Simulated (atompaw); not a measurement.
**A PAW (atompaw) potential for Cu, from input to tests**

Aim: build the potential from the settings below, then test how well it stands in for the atom: scattering, ghost states and the plane-wave cutoff that it needs.

The numbers are computed with atompaw 4.2.0.5 (PBE, scalar-relativistic, spin-unpolarised reference atom).

## (1) Starting point

The settings as typed:

- element: copper (Cu, Z = 29)
- type: PAW
- frozen core: [Ar]
- valence charge: 11
- reference configuration: 3d10 4s0 4p1
- partial waves: 4s (bound, empty): rc 2.55 bohr; 4s channel at 1.85 Ry: rc 2.55 bohr; 4p (bound): rc 2.55 bohr; 4p channel at 0.9 Ry: rc 2.55 bohr; 3d (bound): rc 1.65 bohr; 3d channel at 0.8 Ry: rc 1.65 bohr
- local potential: ultrasoft scheme with l = 3 at 0.5 Ry, radius 2.35 bohr
- core correction: smooth core density matched at 1.30 bohr
- augmentation charge: sinc compensation charge, radius 1.85 bohr; PAW radius 2.55 bohr; waves and projectors: custom polynom2 7 10 vanderbiltortho

The nodes and maxima of the atom's own shells, from an earlier all-electron run, set the scale for the radii.

All-electron outer shells of the reference configuration (PBE, scalar-relativistic, ld1.x):

```
shell  level (eV)  outermost node (bohr)  outermost maximum (bohr)
   3s     -116.83                   0.29                      0.61
   3p      -74.29                   0.26                      0.62
   3d       -7.15                      –                      0.60
   4s       -6.07                   0.89                      2.21
   4p       -1.71                   0.97                      3.35
```

## (2) Generation

Contents of Cu.input:

```
Cu 29
GGA-PBE scalarrelativistic loggrid 1500 logderivrange -3 5 201
4 4 3 0 0 0
4 0 0
4 1 1
0 0 0
c
c
c
v
c
c
v
v
2
2.55 1.85 2.35 1.30
y
1.85
n
y
0.9
n
y
0.8
n
custom polynom2 7 10 vanderbiltortho sinc
3 0.5 ultrasoft
2.55
2.55
2.55
2.55
1.65
1.65
PWSCFOUT
UPFDX 0.0125d0 UPFXMIN -7.d0 UPFZMESH 29.d0
END
```

On the command line:

```bash
$ atompaw < Cu.input > Cu.log
```

Q: Predict the outcome of this session. Wanted: cutoffs for 10 and 1 mRy, occupied levels; bound ghosts; largest phase difference near zero energy, channels read; lowest eigenvalue of the overlap; share of valence orbitals outside the PAW sphere; UPF file.

**Answer**, as computed:

```
                                                quantity                     value
               cutoffs for 10 and 1 mRy, occupied levels          70 Ry and 260 Ry
                                            bound ghosts                none found
largest phase difference near zero energy, channels read                 0.003 rad
         lowest eigenvalue of the overlap (Bessel basis)                 0.852 (s)
        share of valence orbitals outside the PAW sphere  4s 52 %, 4p 84 %, 3d 3 %
                                                UPF file                   written
```

It counts as of middling hardness, with 70 Ry needed at the looser tolerance. The tighter tolerance needs 260 Ry, and converged work needs a cutoff nearer that. The slowest occupied level is 3d: taken alone it needs 70 Ry to come within 1 mRy, against 10 Ry for 4p. It is free of bound ghosts as far as tested. Near zero energy the phases of the channels with partial waves agree within 0.003 rad.
